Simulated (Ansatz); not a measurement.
# LaBi: how the settings move a single-point run

How sensitive is a single-point run of LaBi to its settings? A reference run comes first, then one run with altered input.

The COD entry's cell or inner coordinates are ideal or old and differ from later refinements, so a difference from it is no clean test against experiment.

Method: reference: DFT, PBEsol, PAW with Ansatz's default frozen-core files, fully relativistic files with spin-orbit coupling; levels and slopes on a fine mesh, in Ansatz 0.2.0.

### 1 Starting point

It takes space group Fm-3m (No. 225, cubic). Conventional cell: a = 6.557 Å, b = 6.557 Å, c = 6.557 Å, α = 90.00°, β = 90.00°, γ = 90.00°. Around La (site symmetry m-3m) lie 6 Bi at 3.28 Å. Bi (site symmetry m-3m) is surrounded by 6 La at 3.28 Å.

As a file:

```cif
data_structure
_symmetry_space_group_name_H-M 'Fm-3m'
_symmetry_Int_Tables_number 225
_cell_length_a 6.5568
_cell_length_b 6.5568
_cell_length_c 6.5568
_cell_angle_alpha 90.000
_cell_angle_beta 90.000
_cell_angle_gamma 90.000
_cell_volume 281.89
loop_
_atom_site_label
_atom_site_type_symbol
_atom_site_symmetry_multiplicity
_atom_site_Wyckoff_symbol
_atom_site_fract_x
_atom_site_fract_y
_atom_site_fract_z
_atom_site_occupancy
La1 La 4 a 0.00000 0.00000 0.00000 1
Bi1 Bi 4 b 0.50000 0.00000 0.00000 1
```

### 2 The reference run

File input.yaml:

```yaml
crystal:
  lattice:
    - [0.0, 3.27840144711, 3.27840144711]
    - [3.27840144711, 0.0, 3.27840144711]
    - [3.27840144711, 3.27840144711, 0.0]
  atoms:
    - { symbol: La, position: [0.0, 0.0, 0.0] }
    - { symbol: Bi, position: [0.5, 0.5, 0.5] }
kpoints:
  mp_grid: { grid: [10, 10, 10] }
scf:
  occupations: { method: fermi_dirac, width: 0.08 }
hamiltonian:
  xc: pbesol
  pseudopotentials: { kind: paw_fr }
magnetization:
  noncollinear: true
  spin_orbit: true
output:
  forces: true
  stress: true
  eigenvalues: true
  eigenstates:
    nscf_kmesh: { grid: [12, 12, 12] }
    de_dk: true
    e_range: [-14, 14]
checkpoint:
  write: ck
  write_wavefunctions: false
```

Run with:

```
ansatz run input.yaml --threads 1 --pin off --max-ram 3072MiB --backend cpu --events-out ev --progress --plain --runs-dir out
```

### 3 Variant: mp_grid.grid [5, 5, 5], occupations.method cold, occupations.width 0.2, mixing.algorithm msr1, mixing.beta 0.3

input.yaml, as its differences from that of step 2:

```diff
@@ -9,5 +9,6 @@
 kpoints:
-  mp_grid: { grid: [10, 10, 10] }
+  mp_grid: { grid: [5, 5, 5] }
 scf:
-  occupations: { method: fermi_dirac, width: 0.08 }
+  occupations: { method: cold, width: 0.2 }
+  mixing: { algorithm: msr1, beta: 0.3 }
 hamiltonian:
```

Q: Predict the outcome of this session. Wanted: for each run, ending; energy change; pressure; gap; force.

**Answer**, as computed:

| run | ending | energy change | pressure (GPa) | gap (eV) | force (eV/Å) | cycles | time |
| --- | --- | --- | --- | --- | --- | --- | --- |
| reference | converged | 0 | -0.4 | 0.00 | 0.00 | - | 45 s |
| 1: mp_grid.grid [5, 5, 5], occupations.method cold, occupations.width 0.2, mixing.algorithm msr1, mixing.beta 0.3 | converged | +3.6 meV/atom (σ→0) | -0.3 | 0.00 | 0.00 | 10 | 32 s |

Residual by cycle in the longest SCF loop of each run; runs are numbered as in the table. The quantity is the density residual dr2, in eV.

| cycle | reference | run 1 |
| --- | --- | --- |
| 1 | 1.28 | 1.29 |
| 2 | 0.548 | 0.543 |
| 3 | 0.0215 | 0.023 |
| 4 | 0.00218 | 0.00208 |
| 5 | 4.3e-4 | 4.3e-4 |
| 6 | 5.7e-6 | 5.3e-6 |
| 7 | 5.1e-7 | 4.8e-7 |
| 8 | 9.7e-9 | 1.3e-8 |
| 9 | 3.1e-10 | 5.1e-10 |
| 10 | 1.8e-12 | 3.0e-12 |

**Reading.** Changing the k-point mesh, smearing and mixing moves the energy by +3.6 meV/atom (σ→0 values). More than one kind of setting changed, and this run alone doesn't tell their shares apart.
